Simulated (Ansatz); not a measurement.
# H6SeSiSn, SMILES [SiH3][Se][SnH3]: a rigid scan of one bond length

Computed with the Ansatz DFT code, driven from Python.

Typed at the interpreter:
```pycon
>>> from dataclasses import dataclass
>>> import ansatz as az
>>> from ase import Atoms
>>> import numpy as np
>>> @dataclass(frozen=True)
... class Settings:
...     basis: str = "def2-SVP"
...     xc: str = "r2scan0"
...
>>> opts = Settings()
>>> atoms = Atoms(["Si", "Se", "Sn", "H", "H", "H", "H", "H", "H"], positions=[
...     (-0.7706, 1.0972, -0.9993),
...     (1.3825, 0.5656, -0.9308),
...     (0.8653, -1.1043, 0.9174),
...     (-1.5474, -0.0343, -1.3453),
...     (-1.018, 2.1662, -2.0574),
...     (-1.2369, 1.6815, 0.2968),
...     (2.4096, -1.8974, 1.4149),
...     (-0.2095, -2.2777, 0.3437),
...     (0.2135, -0.2431, 2.3429),
... ])
>>> h6sesisn = az.Crystal.molecule_from_ase(atoms)
>>> symbols = [site.symbol for site in h6sesisn.cartesian_sites]
>>> start = np.array([site.position_ang for site in h6sesisn.cartesian_sites])
>>> axis = (start[5] - start[0]) / np.linalg.norm(start[5] - start[0])
>>> moving = [5]
>>> lengths, energies = [1.317, 1.377, 1.436, 1.496, 1.556, 1.616, 1.676, 1.766], []
>>> for length in lengths:
...     xyz = start.copy()
...     xyz[moving] += (length - np.linalg.norm(start[5] - start[0])) * axis
...     point = az.Crystal.molecule()
...     for symbol, place in zip(symbols, xyz):
...         point = point.atom(symbol, place.tolist())
...     calc = point.calculation().basis(gaussian=opts.basis).functional(opts.xc)
...     data = calc.run().report
...     energies.append(data["free_energy_ev"])
...     print(f"r = {length:6.3f} A  E = {energies[-1]:.5f} eV  <S^2> = {abs(data['mean_field']['state']['spin_squared']):.3f}")
...
r =  1.317 A  E = -79146.12740 eV  <S^2> = 0.000
r =  1.377 A  E = -79146.34205 eV  <S^2> = 0.000
r =  1.436 A  E = -79146.44956 eV  <S^2> = 0.000
r =  1.496 A  E = -79146.47690 eV  <S^2> = 0.000
r =  1.556 A  E = -79146.44046 eV  <S^2> = 0.000
r =  1.616 A  E = -79146.35538 eV  <S^2> = 0.000
r =  1.676 A  E = -79146.23368 eV  <S^2> = 0.000
r =  1.766 A  E = -79146.00252 eV  <S^2> = 0.000
>>> # quartic fit about the minimum
>>> fit = np.polynomial.Polynomial.fit(lengths, np.array(energies) - min(energies), 4).convert()
>>> roots = [r.real for r in fit.deriv().roots() if abs(r.imag) < 1e-9 and fit.deriv(2)(r.real) > 0]
>>> r_e = min(roots, key=lambda r: abs(r - lengths[int(np.argmin(energies))]))
>>> print(f"minimum of the fit at {r_e:.4f} A, force constant {fit.deriv(2)(r_e):.2f} eV/A^2")
minimum of the fit at 1.4890 A, force constant 18.30 eV/A^2
```

Reading the output:
- Total energies depend on the basis set; only differences at equal settings carry meaning.
- The rest of the molecule is held rigid at a force-field or estimated start geometry, and the basis set is modest; single-reference methods fail as a bond breaks.
- def2 sets replace the cores of elements past krypton by effective core potentials.
- The orbitals are restricted, so S² is zero by construction.
- Wall time of the script: 66 s on 1 thread of Arm Neoverse V1 (shared host), peak memory 0.34 GiB.
